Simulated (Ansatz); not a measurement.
# ClF4HZr: the cost of one run

Program: Ansatz 0.2.0. Level of theory: RKS BHLYP-D4/def2-SVP. These are calculated values, not measurements.

## 1. Starting point

Bond lengths: Zr1–Cl2 3.054 Å, Zr1–F3 1.836 Å, Zr1–F4 1.836 Å, Zr1–F5 1.840 Å, Zr1–F7 2.566 Å. Angles: Cl2–Zr1–F3 90.0°, Cl2–Zr1–F4 89.2°, Cl2–Zr1–F5 143.9°, Cl2–Zr1–F7 58.3°, F3–Zr1–F4 117.4°, F3–Zr1–F5 108.3°, F3–Zr1–F7 115.7°, F4–Zr1–F5 108.0°, F4–Zr1–F7 116.4°, F5–Zr1–F7 85.6°.

Structure file:

```xyz
7

Zr   -0.8352   -0.1553   -0.2121
Cl    1.7609   -0.9743    1.1729
F    -0.7725   -1.6807   -1.2321
F    -1.7000   -0.2544    1.4044
F    -1.6363    1.1717   -1.2041
H     1.9233    0.5695    0.3658
F     1.2598    1.3236   -0.2948
```

## 2. A restrained relaxation towards end A

Springs on the bonds that form and break draw the guess towards this end; the thresholds are loose.

input.yaml

```yaml
crystal:
  periodic: [false, false, false]
  atoms:
    - { symbol: Zr, position_ang: [-0.8352, -0.1553, -0.2121] }
    - { symbol: Cl, position_ang: [1.7609, -0.9743, 1.1729] }
    - { symbol: F, position_ang: [-0.7725, -1.6807, -1.2321] }
    - { symbol: F, position_ang: [-1.7, -0.2544, 1.4044] }
    - { symbol: F, position_ang: [-1.6363, 1.1717, -1.2041] }
    - { symbol: H, position_ang: [1.9233, 0.5695, 0.3658] }
    - { symbol: F, position_ang: [1.2598, 1.3236, -0.2948] }
basis:
  gaussian: { orbitals: def2-SVP }
hamiltonian:
  xc: { name: BHLYP }
  dispersion: d4
relax:
  f_tol: 0.15
  max_steps: 25
  restrain:
    - { distance: [0, 6], at: 3.62, k: 30.0 }
    - { distance: [5, 1], at: 2.63, k: 30.0 }
    - { distance: [0, 1], at: 2.77, k: 30.0 }
    - { distance: [5, 6], at: 0.88, k: 30.0 }
```

On the command line:

```sh
> ansatz run input.yaml --threads 2 --pin off --max-ram 3072MiB --backend cpu --events-out ev --progress --plain --runs-dir out
```

**Question.** How long does this run take on 2 threads of Intel Xeon 6975P-C (Granite Rapids), shared host, and how much memory does it need?

About 24 s, with a peak of 0.28 GiB.
